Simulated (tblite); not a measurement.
# C19H13NS: the cost of one run

Computed with tblite 0.8.0 and PySCF 2.14.0 and routines of our own; the level stands in each step. Atoms count from 0.

## (1) The system as given

34 atoms, charge 0, multiplicity 1; geometry from: force field or distance geometry start.

## (2) Optimising the geometry with GFN2-xTB

The job: settings as JSON, then the geometry in Å.

```
{"job": {"kind": "relax", "xc": "GFN2-xTB", "basis": "xTB"}, "charge": 0, "multiplicity": 1}
S     -8.171200    -1.513100     1.947500
C     -7.478600    -0.053100     1.627000
C     -6.070200    -0.094500     1.191600
C     -5.697000    -0.617600    -0.033800
C     -4.348700    -0.630100    -0.391600
C     -3.431300    -0.088300     0.470700
C     -2.017000    -0.029800     0.199900
C     -0.825600     0.013900     0.001900
C      0.607900     0.041300    -0.230300
C      1.266300     1.254700    -0.253700
C      2.626400     1.203000    -0.482400
C      3.279600     0.000600    -0.664800
N      4.692100     0.022500    -0.883300
C      5.446500    -0.856100    -1.606300
C      6.761700    -0.403700    -1.529200
C      6.784200     0.751300    -0.747300
C      5.491100     0.990100    -0.379700
C      2.599100    -1.204700    -0.636700
C      1.231200    -1.156500    -0.407300
C     -3.833600     0.444600     1.693600
C     -5.154500     0.461000     2.072800
H     -8.023600     0.869500     1.762300
H     -6.444400    -1.018500    -0.640600
H     -4.007800    -1.036400    -1.326800
H      0.725300     2.187200    -0.104700
H      3.147000     2.139400    -0.497400
H      5.088400    -1.739500    -2.135300
H      7.643300    -0.857100    -1.973100
H      7.676800     1.351200    -0.510700
H      5.150800     1.823600     0.239600
H      3.139500    -2.131100    -0.785100
H      0.686000    -2.115500    -0.387600
H     -3.124600     0.879100     2.396200
H     -5.428400     0.871300     3.022600
```

Command:

```console
OMP_NUM_THREADS=4 python excited_run.py task.json out
```

One launch serves the whole session: the jobs run in the order shown.

**Question.** How long does this first job take on 4 threads of Intel Xeon Platinum 8488C, shared host, and how much memory does it need?

About 6.6 s, with a peak of 0.18 GiB.
